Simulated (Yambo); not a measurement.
# Sn (Fd-3m) in Yambo: a series of runs, part 3 of 3

Yambo 5.3.0.

## Step 5: Optical spectrum, PBEsol

The input, optics0.in:

```
optics
chi
Chimod= "IP"
% BndsRnXd
 1 | 34 |
%
% LongDrXd
 0 | 1 | 0 |
%
% QpntsRXd
 1 | 1 |
%
% EnRngeXd
 0 | 10 | eV
%
% DmRngeXd
 0.2 | 0.2 | eV
%
ETStpsXd= 200
```

The input, scf.in:

```
&CONTROL
  calculation = 'scf'
  prefix = 'pwscf'
  outdir = './tmp'
  pseudo_dir = './pseudo'
/
&SYSTEM
  ibrav = 0
  nat = 2
  ntyp = 1
  ecutwfc = 72
  nbnd = 21
  occupations = 'smearing'
  smearing = 'fd'
  degauss = 0.00367493
  force_symmorphic = .true.
/
&ELECTRONS
  conv_thr = 4d-10
  electron_maxstep = 120
  mixing_beta = 0.5
/
ATOMIC_SPECIES
Sn   118.7100 Sn.upf
CELL_PARAMETERS bohr
   0.0000000000    6.1101323590    6.1101323590
   6.1101323590    0.0000000000    6.1101323590
   6.1101323590    6.1101323590    0.0000000000
ATOMIC_POSITIONS bohr
Sn     9.1651985385    9.1651985385    9.1651985385
Sn     6.1101323590    6.1101323590    6.1101323590
K_POINTS automatic
10 10 10 0 0 0
```

The input, nscf.in:

```
&CONTROL
  calculation = 'nscf'
  prefix = 'pwscf'
  outdir = './tmp'
  pseudo_dir = './pseudo'
/
&SYSTEM
  ibrav = 0
  nat = 2
  ntyp = 1
  ecutwfc = 72
  nbnd = 34
  occupations = 'smearing'
  smearing = 'fd'
  degauss = 0.00367493
  force_symmorphic = .true.
/
&ELECTRONS
  conv_thr = 1d-08
  diago_full_acc = .true.
  diago_thr_init = 1d-06
/
ATOMIC_SPECIES
Sn   118.7100 Sn.upf
CELL_PARAMETERS bohr
   0.0000000000    6.1101323590    6.1101323590
   6.1101323590    0.0000000000    6.1101323590
   6.1101323590    6.1101323590    0.0000000000
ATOMIC_POSITIONS bohr
Sn     9.1651985385    9.1651985385    9.1651985385
Sn     6.1101323590    6.1101323590    6.1101323590
K_POINTS automatic
10 10 10 0 0 0
```

Potentials or basis: PseudoDojo 0.4.1 SR PBEsol standard.

Run with:

```console
$ OMP_NUM_THREADS=1 pw.x -in scf.in > scf.out
$ OMP_NUM_THREADS=1 pw.x -in nscf.in > nscf.out
$ cd tmp/pwscf.save; p2y; mv SAVE ../..; cd ../..
$ OMP_NUM_THREADS=1 yambo
$ OMP_NUM_THREADS=1 yambo -F optics0.in -J optics0 -C optics0_out
```

Yambo's report:

```text
[... sections 02.01 to 02.04 as in the set-up run ...]

  [02.05] Energies & Occupations
  ==============================

  [X] === General ===
  [X] Electronic Temperature                        :  0.258606E-1   300.100    [eV K]
  [X] Bosonic    Temperature                        :  0.258606E-1   300.100    [eV K]
  [X] Finite Temperature mode                       : yes
  [X] El. density                                   :  0.41416E+24 [cm-3]
  [X] Fermi Level                                   :  8.029050 [eV]

  [X] === Gaps and Widths ===
  [X] Conduction Band Min                           :  8.029050 [eV]
  [X] Valence Band Max                              :  8.029050 [eV]
  [X] Filled Bands                                  :  12
  [X] Metallic Bands                                :  13  15
  [X] Empty Bands                                   :   16   34

  [X] === Metallic Characters ===
  [X] N of el / N of met el                         :  28.00000   3.93917
  [X] Average metallic occ.                         :  0.328264

[... 25 lines left out ...]
 Q [15]         [rlu]: -0.18347E-16  0.10000     -0.10000
[... 30 lines left out ...]
 Q [46]         [rlu]:  0.200000  0.400000 -0.300000
 Q [47]         [rlu]:  0.200000 -0.500000 -0.300000

 [04] Dipoles
 ============

  [04.01] Setup: observables and procedures
  =========================================

  [WF-Oscillators/G space/Transverse up loader] Normalization (few states)  min/max  :  0.77579E-17   1.0000

  [WR./optics0//ndb.dipoles]------------------------------------------------------
   Brillouin Zone Q/K grids (IBZ/BZ)                :    47  1000    47  1000
   RL vectors                                       :   5961 [WF]
   Fragmentation                                    : yes
   Electronic Temperature                           :  300.1000 [K]
   Bosonic    Temperature                           :  300.1000 [K]
   DIP band range                                   :    1   34
   DIP band range limits                            :  15  13
   DIP e/h energy range                             : -1.000000 -1.000000 [eV]
   RL vectors in the sum                            :   5961
   [r,Vnl] included                                 : yes
   Bands ordered                                    : yes
   Direct v evaluation                              : no
   Approach used                                    : G-space v
   Dipoles computed                                 : R V P [G-space]
   Wavefunctions                                    : Perdew, Burke & Ernzerhof SOL(X)+Perdew, Burke & Ernzerhof SOL(C)

  [WARNING] [r,Vnl^pseudo] included in position and velocity dipoles.

  [WARNING] In case H contains other non local terms, these are neglected

 [05] Optics
 ===========

 [X-CG] R(p) Tot o/o(of R):   10334  283474     100

 [WARNING] The system is a metal but Drude term not included.
```

o-optics0.eps_q1_ip:

```text
# Absorption @ Q(1):   0.00000000      1.00000000      0.00000000    [q->0 direction]
#
# [ X ] Hartree size                              :  1
# [GEN] GF Energies                               : Perdew, Burke & Ernzerhof SOL(X)+Perdew, Burke & Ernzerhof SOL(C)
# [GEN] Green`s Function                          : Retarded
#
# [GEN] Gauge                                     : Length
# [GEN] [r,Vnl] included                          : yes
#
#    E[1] [eV]          Im(eps)            Re(eps)
#
        0.000000           0.46421E-16        35.84820
        0.050251           0.590586           35.90526
        0.100503           1.203561           36.07728
        0.150754           1.863484           36.36666
        0.201005           2.599584           36.77675
        0.251256           3.448952           37.31059
[... 192 lines left out ...]
        9.949749           0.663023          -0.932347
        10.00000           0.648511          -0.908791
#
```

It took 2.3 min on 1 thread of Arm Neoverse V1, shared host; peak memory 0.28 GiB.

What came out:

- Band gap on the k mesh, mean-field level: none (metal or under the smearing width)

Dielectric function (along the field direction of the input):
| energy (eV) | real part | imaginary part |
| --- | --- | --- |
| 0.25 | 37.31 | 3.45 |
| 0.45 | 40.45 | 9.26 |
| 0.70 | 35.63 | 24.36 |
| 0.95 | 26.03 | 31.80 |
| 1.21 | 6.50 | 25.58 |
| 1.46 | 9.87 | 16.92 |
| 1.71 | 9.65 | 16.04 |
| 1.96 | 10.33 | 14.92 |
| 2.21 | 10.87 | 17.13 |
| 2.46 | 9.16 | 16.58 |
| 2.71 | 10.23 | 20.13 |
| 2.96 | 5.13 | 25.30 |
| 3.22 | -5.63 | 22.61 |
| 3.47 | -4.99 | 13.85 |
| 3.72 | -1.94 | 14.84 |
| 3.97 | -5.48 | 15.70 |
| 4.22 | -8.53 | 12.28 |
| 4.47 | -8.62 | 8.58 |
| 4.72 | -7.09 | 5.79 |
| 4.97 | -5.59 | 5.33 |
| 5.23 | -5.17 | 4.77 |
| 5.48 | -4.55 | 4.22 |
| 5.73 | -4.31 | 3.96 |
| 5.98 | -4.33 | 3.18 |
| 6.23 | -3.69 | 2.43 |
| 6.48 | -2.90 | 2.37 |
| 6.73 | -2.95 | 2.55 |
| 6.98 | -2.99 | 1.94 |
| 7.24 | -2.40 | 1.61 |
| 7.49 | -2.08 | 1.70 |
| 7.74 | -2.11 | 1.67 |
| 7.99 | -2.09 | 1.40 |
| 8.24 | -1.81 | 1.14 |
| 8.49 | -1.57 | 1.12 |
| 8.74 | -1.47 | 1.07 |
| 8.99 | -1.45 | 0.93 |
| 9.25 | -1.24 | 0.76 |
| 9.50 | -1.08 | 0.76 |
| 9.75 | -0.99 | 0.72 |
| 10.00 | -0.91 | 0.65 |

Caveat: the intraband (Drude) term of the metal is left out; independent-particle spectra lack excitons.

## Step 6: Optical spectrum, PBEsol

The input, optics1.in:

```
optics
chi
Chimod= "HARTREE"
% BndsRnXd
 1 | 34 |
%
NGsBlkXd= 2 Ry
% LongDrXd
 0 | 1 | 0 |
%
% QpntsRXd
 1 | 1 |
%
% EnRngeXd
 0 | 10 | eV
%
% DmRngeXd
 0.2 | 0.2 | eV
%
ETStpsXd= 150
```

scf.in is that of step 5.

nscf.in is that of step 5.

Potentials or basis: PseudoDojo 0.4.1 SR PBEsol standard.

Run with:

```console
$ OMP_NUM_THREADS=1 pw.x -in scf.in > scf.out
$ OMP_NUM_THREADS=1 pw.x -in nscf.in > nscf.out
$ cd tmp/pwscf.save; p2y; mv SAVE ../..; cd ../..
$ OMP_NUM_THREADS=1 yambo
$ OMP_NUM_THREADS=1 yambo -F optics1.in -J optics1 -C optics1_out
```

Yambo's report:

```text
[... sections 02.01 to 02.04 as in the set-up run ...]

  [02.05] Energies & Occupations
  ==============================

  [X] === General ===
  [X] Electronic Temperature                        :  0.258606E-1   300.100    [eV K]
  [X] Bosonic    Temperature                        :  0.258606E-1   300.100    [eV K]
  [X] Finite Temperature mode                       : yes
  [X] El. density                                   :  0.41416E+24 [cm-3]
  [X] Fermi Level                                   :  8.029050 [eV]

  [X] === Gaps and Widths ===
  [X] Conduction Band Min                           :  8.029050 [eV]
  [X] Valence Band Max                              :  8.029050 [eV]
  [X] Filled Bands                                  :  12
  [X] Metallic Bands                                :  13  15
  [X] Empty Bands                                   :   16   34

  [X] === Metallic Characters ===
  [X] N of el / N of met el                         :  28.00000   3.93917
  [X] Average metallic occ.                         :  0.328264

  [WARNING] [X] Metallic system

 [03] Transferred momenta grid and indexing
 ==========================================

 IBZ Q-points                                      :   47
 BZ  Q-points                                      :  1000

 K/Q-points units:
 rlu = crystal or reduced units; cc = cartesian coordinates; iku = interal k-units

 Q [ 1]         [rlu]:  0.000000  0.000000  0.000000
 Q [ 2]         [rlu]:  0.29992E-17  0.99381E-17  0.10000
 Q [ 3]         [rlu]: -0.20610E-16 -0.67327E-17  0.20000
 Q [ 4]         [rlu]: -0.39957E-16 -0.39957E-16  0.30000
 Q [ 5]         [rlu]: -0.41221E-16 -0.13465E-16  0.40000
 Q [ 6]         [rlu]: -0.84394E-17 -0.84394E-17 -0.50000
 Q [ 7]         [rlu]: -0.75893E-17  0.10000      0.10000
 Q [ 8]         [rlu]: -0.17435E-16  0.10000      0.20000
 Q [ 9]         [rlu]:  0.44695E-17  0.10000      0.30000
 Q [10]         [rlu]: -0.12201E-16  0.10000      0.40000
 Q [11]         [rlu]:  0.38223E-16  0.10000      0.50000
 Q [12]         [rlu]: -0.84394E-17  0.10000     -0.40000
 Q [13]         [rlu]:  0.41221E-16  0.10000     -0.30000
 Q [14]         [rlu]:  0.12201E-16  0.10000     -0.20000
 Q [15]         [rlu]: -0.18347E-16  0.10000     -0.10000
[... 30 lines left out ...]
 Q [46]         [rlu]:  0.200000  0.400000 -0.300000
 Q [47]         [rlu]:  0.200000 -0.500000 -0.300000

 [04] Dipoles
 ============

  [04.01] Setup: observables and procedures
  =========================================

  [WF-Oscillators/G space/Transverse up loader] Normalization (few states)  min/max  :  0.77579E-17   1.0000

  [WR./optics1//ndb.dipoles]------------------------------------------------------
   Brillouin Zone Q/K grids (IBZ/BZ)                :    47  1000    47  1000
   RL vectors                                       :   5961 [WF]
   Fragmentation                                    : yes
   Electronic Temperature                           :  300.1000 [K]
   Bosonic    Temperature                           :  300.1000 [K]
   DIP band range                                   :    1   34
   DIP band range limits                            :  15  13
   DIP e/h energy range                             : -1.000000 -1.000000 [eV]
   RL vectors in the sum                            :   5961
   [r,Vnl] included                                 : yes
   Bands ordered                                    : yes
   Direct v evaluation                              : no
   Approach used                                    : G-space v
   Dipoles computed                                 : R V P [G-space]
   Wavefunctions                                    : Perdew, Burke & Ernzerhof SOL(X)+Perdew, Burke & Ernzerhof SOL(C)

  [WARNING] [r,Vnl^pseudo] included in position and velocity dipoles.

  [WARNING] In case H contains other non local terms, these are neglected

 [05] Optics
 ===========

 [X-CG] R(p) Tot o/o(of R):   10334  283474     100

 [WARNING] The system is a metal but Drude term not included.
```

o-optics1.eps_q1_inv_rpa_dyson:

```text
# Absorption @ Q(1):   0.00000000      1.00000000      0.00000000    [q->0 direction]
#
# [ X ] Hartree size                              :  27
# [GEN] GF Energies                               : Perdew, Burke & Ernzerhof SOL(X)+Perdew, Burke & Ernzerhof SOL(C)
# [GEN] Green`s Function                          : Retarded
#
# [GEN] Gauge                                     : Length
# [GEN] [r,Vnl] included                          : yes
#
#    E[1] [eV]          Im(eps)            Re(eps)            Im(eps_o)          Re(eps_o)
#
        0.000000          -0.35710E-13        34.28207           0.46421E-16        35.84820
        0.067114           0.773803           34.38144           0.792634           35.95008
        0.134228           1.600813           34.68212           1.639611           36.25835
        0.201342           2.543625           35.19088           2.604860           36.77992
        0.268456           3.686140           35.91468           3.774063           37.52190
        0.335570           5.150709           36.84911           5.272147           38.47982
[... 142 lines left out ...]
        9.932886           0.634768          -0.770314           0.669034          -0.939641
        10.00000           0.614980          -0.746012           0.648511          -0.908791
#
```

It took 2.4 min on 1 thread of Arm Neoverse V1, shared host; peak memory 0.65 GiB.

What came out:

| Quantity | Value |
| --- | --- |
| Band gap on the k mesh, mean-field level | none (metal or under the smearing width) |

Dielectric function (along the field direction of the input):
```csv
energy (eV),real part,imaginary part
0.27,35.91,3.69
0.74,32.05,24.58
1.28,4.86,20.70
1.74,7.90,15.23
2.28,8.06,16.11
2.82,8.00,19.23
3.29,-6.00,18.15
3.83,-1.93,13.86
4.36,-7.69,9.94
4.83,-5.78,5.09
5.37,-4.34,4.03
5.84,-3.83,3.62
6.38,-3.03,2.10
6.91,-2.70,2.12
7.38,-1.98,1.43
7.92,-1.75,1.47
8.46,-1.38,1.05
8.93,-1.23,0.99
9.46,-0.94,0.71
10.00,-0.75,0.61
```

Caveat: the intraband (Drude) term of the metal is left out; these spectra lack excitons.

## Step 7: Overview

```tsv
task	level	potentials or basis	k mesh	k mesh of the self-consistent run	random integration of the Coulomb term	states corrected	cutoff of exchange and Vxc	bands corrected (first, last)	other keys	gap on the mesh (eV)
Hartree-Fock levels	PBE	PseudoDojo 0.4.1 SR PBE standard	6 × 6 × 6	8 × 8 × 8	yes	all k points	72 Ry	[10, 16]	-	none
G0W0 quasiparticle levels	PBE	PseudoDojo 0.4.1 SR PBE standard	6 × 6 × 6	8 × 8 × 8	yes	Γ and the k points of the band edges	72 Ry	[12, 15]	several, not listed	none
G0W0 quasiparticle levels	PBE	PseudoDojo 0.4.1 SR PBE standard	6 × 6 × 6	8 × 8 × 8	yes	Γ and the k points of the band edges	40 Ry	[12, 15]	several, not listed	none
optical spectrum	PBEsol	PseudoDojo 0.4.1 SR PBEsol standard	10 × 10 × 10	10 × 10 × 10	-	-	-	-	-	none
```

Alike in all rows: no spin polarisation; cell as given; cutoff (eV) 980; smearing fermi-dirac 0.05 eV.

Caveats: the potentials hold a filled d shell without the s and p states of that shell, which can shift GW gaps by tenths of an eV, either way (some runs); the plasmon-pole model is rough for a metal (some runs); this version prints the column dSc/dw multiplied by 27.2 (some runs); the terminator is approximate in this version, by hundredths of an eV (some runs); without the factor Z the correction comes out too large (some runs); the intraband (Drude) term of the metal is left out (some runs); these spectra lack excitons (some runs).

Absolute energies hang on the potentials; compare differences alone.
